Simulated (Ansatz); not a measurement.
**Li started on a Ga site and Li started on a Ga site in perovskite LaGaO3, 40 atoms, charge 0**

Wanted: geometry, frontier levels and spin of the defect cell, compared across PBEsol, HSE06 and r²SCAN.

All numbers are computed with Ansatz 0.2.0 (PAW, plane waves).

### Step 1. The starting cell

40 atoms (8 La, 2 Li, 6 Ga, 24 O); a = 7.729 Å, b = 7.729 Å, c = 7.729 Å, α = 90.00°, β = 90.00°, γ = 90.00°. All atoms were shaken off their sites by about 0.02 Å along each axis. Defect site 1: (0.250, 0.250, 0.250). Defect site 2: (0.250, 0.750, 0.750). Starting moments add up to 4 μB.

Plan of the steps: (2) PBEsol relaxation at the single k point (¼, ¼, ¼), on 1 × NVIDIA GB200 with 8 threads of Arm Neoverse-V2; (3) HSE06 single point at the single k point (¼, ¼, ¼), on 1 × NVIDIA GB200 with 8 threads of Arm Neoverse-V2; (4) r²SCAN single point at the single k point (¼, ¼, ¼), on 1 × NVIDIA GB200 with 8 threads of Arm Neoverse-V2.

### Step 2. PBEsol relaxation in the fixed cell

in.yaml

```yaml
crystal:
  lattice:
    - [7.729308, 0.000000, 0.000000]
    - [0.000000, 7.729308, 0.000000]
    - [0.000000, 0.000000, 7.729308]
  atoms:
    - { symbol: La, position: [0.000278, 0.001440, 0.002998] }
    - { symbol: La, position: [0.000726, 0.998466, 0.499796] }
    - { symbol: La, position: [0.002008, 0.498371, 0.000167] }
    - { symbol: La, position: [0.005006, 0.503038, 0.501659] }
    - { symbol: La, position: [0.498590, 0.001629, 0.997814] }
    - { symbol: La, position: [0.500415, 0.998821, 0.503337] }
    - { symbol: La, position: [0.500553, 0.499928, 0.998958] }
    - { symbol: La, position: [0.505740, 0.498112, 0.505186] }
    - { symbol: Li, position: [0.253599, 0.247344, 0.249129], spin: 0.286 }
    - { symbol: Li, position: [0.249997, 0.748252, 0.751308], spin: 0.286 }
    - { symbol: Ga, position: [0.251157, 0.252594, 0.749837] }
    - { symbol: Ga, position: [0.252280, 0.751097, 0.247801] }
    - { symbol: Ga, position: [0.749381, 0.249401, 0.249744] }
    - { symbol: Ga, position: [0.748906, 0.252321, 0.749766] }
    - { symbol: Ga, position: [0.748485, 0.748441, 0.247354] }
    - { symbol: Ga, position: [0.750068, 0.747862, 0.749025] }
    - { symbol: O, position: [0.256241, 0.250583, 0.996795], spin: 0.286 }
    - { symbol: O, position: [0.252437, 0.251960, 0.498005], spin: 0.286 }
    - { symbol: O, position: [0.252627, 0.749680, 0.995529], spin: 0.286 }
    - { symbol: O, position: [0.254238, 0.752232, 0.502043], spin: 0.286 }
    - { symbol: O, position: [0.757509, 0.247886, 0.995587] }
    - { symbol: O, position: [0.747037, 0.249508, 0.501311] }
    - { symbol: O, position: [0.750827, 0.749711, 0.999223] }
    - { symbol: O, position: [0.750201, 0.749106, 0.498918] }
    - { symbol: O, position: [0.999143, 0.253423, 0.254551], spin: 0.286 }
    - { symbol: O, position: [0.000351, 0.251723, 0.747418] }
    - { symbol: O, position: [0.002701, 0.749736, 0.253051] }
    - { symbol: O, position: [0.003485, 0.748996, 0.749195], spin: 0.286 }
    - { symbol: O, position: [0.503082, 0.246461, 0.250385], spin: 0.286 }
    - { symbol: O, position: [0.498063, 0.246759, 0.750028] }
    - { symbol: O, position: [0.497608, 0.750742, 0.246254] }
    - { symbol: O, position: [0.498545, 0.747353, 0.747575], spin: 0.286 }
    - { symbol: O, position: [0.251393, 0.000551, 0.244762], spin: 0.286 }
    - { symbol: O, position: [0.248949, 0.000827, 0.751457], spin: 0.286 }
    - { symbol: O, position: [0.249551, 0.498192, 0.250246], spin: 0.286 }
    - { symbol: O, position: [0.251265, 0.501277, 0.752660], spin: 0.286 }
    - { symbol: O, position: [0.751622, 0.000139, 0.251229] }
    - { symbol: O, position: [0.748676, 0.001369, 0.754966] }
    - { symbol: O, position: [0.750722, 0.500512, 0.248636] }
    - { symbol: O, position: [0.746262, 0.499640, 0.748317] }
  symmetry: { detect: false }
kpoints:
  mp_grid: { grid: [1, 1, 1], shift: [0.25, 0.25, 0.25] }
hamiltonian:
  xc: pbesol
magnetization:
  spin_polarized: true
scf:
  occupations: { method: fermi_dirac, width: 0.01 }
relax:
  f_tol: 0.03
  max_steps: 80
  escape_saddle: false
  adjacent_minimum: "off"
output:
  forces: true
  eigenvalues: true
  populations: true
```

Launch:

```sh
> ansatz run in.yaml --threads 8 --pin off --max-ram 118750MiB --runs-dir r --events-out ev --progress --plain --backend cuda --devices 0, --max-vram 170GiB
```

Further steps of the session: HSE06 single point; r²SCAN single point.

Q: Predict the outcome of this session. Wanted: for each run, top filled to lowest empty; moment.

**Answer**, as computed:

```
             level         time  top filled to lowest empty (eV)  moment (μB)
PBEsol, relaxation   12 s (GPU)                             0.08         4.00
             HSE06   22 s (GPU)                             0.58         4.00
            r²SCAN  4.1 s (GPU)                             0.14         4.00
```

```
            quantity                             value
          relaxation  9 recorded steps, 2.33 eV gained
       largest shift                      0.44 Å (O27)
largest local moment                     +0.30 μB on O
```

**What this shows.** Relaxation gains 2.33 eV, with shifts up to 0.44 Å (O27). At the same k points, PBEsol gives a spacing 0.50 eV smaller and r²SCAN gives a spacing 0.44 eV smaller than the 0.58 eV of HSE06. In a defect cell this spacing can involve defect levels, so it need not be the gap. Exact exchange costs time: HSE06 ran about 5.4 times as long as r²SCAN on the same kind of device.
